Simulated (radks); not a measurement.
**Polarisabilities and dispersion coefficients of F, Nb³⁺, Pd⁺ and others**

Aim: static dipole polarisabilities and C6 coefficients, each species in its NIST ground configuration. After each ground state the linear response is solved; its values go to the run's result record, not to the log. Response by self-consistent Sternheimer equations with the Hartree and adiabatic exchange-only LDA kernel.

Program: radks (a radial shooting solver on a logarithmic mesh, Libxc functionals) version 1. Level of theory: non-relativistic Kohn-Sham, exchange-only LDA, spin-polarised, spherical densities, point nucleus; open shells are filled with parallel spins first. These are calculated values, not measurements, unless marked.

## Step 1: Starting point

- species: F ([He] 2s2 2p5), Nb³⁺ ([Kr] 4d2), Pd⁺ ([Kr] 4d9), C ([He] 2s2 2p2), Sc⁺ ([Ar] 3d1 4s1), H (1s1), Te⁺ ([Kr] 4d10 5s2 5p3)

## Step 2: F, [He] 2s2 2p5

The run's settings:

```text
Z 9
configuration [He] 2s2 2p5
relativity non-relativistic
functional lda,
spin polarised
nucleus point
response adiabatic LDA kernel
```

## Step 3: Nb³⁺, [Kr] 4d2

The run's settings:

```text
Z 41
configuration [Kr] 4d2
relativity non-relativistic
functional lda,
spin polarised
nucleus point
response adiabatic LDA kernel
```

## Step 4: Pd⁺, [Kr] 4d9

The run's settings:

```text
Z 46
configuration [Kr] 4d9
relativity non-relativistic
functional lda,
spin polarised
nucleus point
response adiabatic LDA kernel
```

## Step 5: C, [He] 2s2 2p2

The run's settings:

```text
Z 6
configuration [He] 2s2 2p2
relativity non-relativistic
functional lda,
spin polarised
nucleus point
response adiabatic LDA kernel
```

## Step 6: Sc⁺, [Ar] 3d1 4s1

The run's settings:

```text
Z 21
configuration [Ar] 3d1 4s1
relativity non-relativistic
functional lda,
spin polarised
nucleus point
response adiabatic LDA kernel
```

## Step 7: H, 1s1

The run's settings:

```text
Z 1
configuration 1s1
relativity non-relativistic
functional lda,
spin polarised
nucleus point
response adiabatic LDA kernel
```

## Step 8: Te⁺, [Kr] 4d10 5s2 5p3

Input: that of step 7 with these lines changed.

```diff
@@ -1,3 +1,3 @@
-Z 1
-configuration 1s1
+Z 52
+configuration [Kr] 4d10 5s2 5p3
 relativity non-relativistic
```

Before running it: what results should come out? Wanted: for each run, species; −ε(HOMO); α; α uncoupled; C6; C8; recommended α.

**Answer**, as computed:

| species | −ε(HOMO) (eV) | α (bohr³) | α uncoupled (bohr³) | C6 (hartree bohr⁶) | C8 (hartree bohr⁸) | recommended α (bohr³) |
| --- | --- | --- | --- | --- | --- | --- |
| F | 8.869 | 4.556 | 5.330 | 12.46 | - | 3.74 |
| Nb³⁺ | 30.584 | 6.138 | 8.735 | 26.83 | - | - |
| Pd⁺ | 13.324 | 12.39 | 19.29 | 75.69 | - | - |
| C | 5.333 | 14.87 | 19.55 | 61.79 | - | 11.3 |
| Sc⁺ | 9.666 | 56.83 | 78.18 | 382.8 | - | - |
| H | 6.719 | 6.436 | 6.350 | 10.67 | 279.6 | 4.50711 |
| Te⁺ | 13.713 | 24.04 | 40.38 | 208.1 | - | - |

**Reading.** Uncoupled leaves out the potential induced by the response; C6 and C8 are for like pairs. Sc⁺ is the most polarisable and F the least, a factor 12.5 apart. For the pair Sc⁺–F the Casimir-Polder integral gives C6 = 55.01, the rule 2·Ca·Cb/(Ca·αb/αa + Cb·αa/αb) on the like-pair values 51.26. Against the recommended values (Schwerdtfeger and Nagle, 2023 table) the misses are F +22 %, C +32 %, H +43 %. C8 is given only where no p, d or f shell is open. For heavy and open-shell atoms this level can miss by tens of per cent.
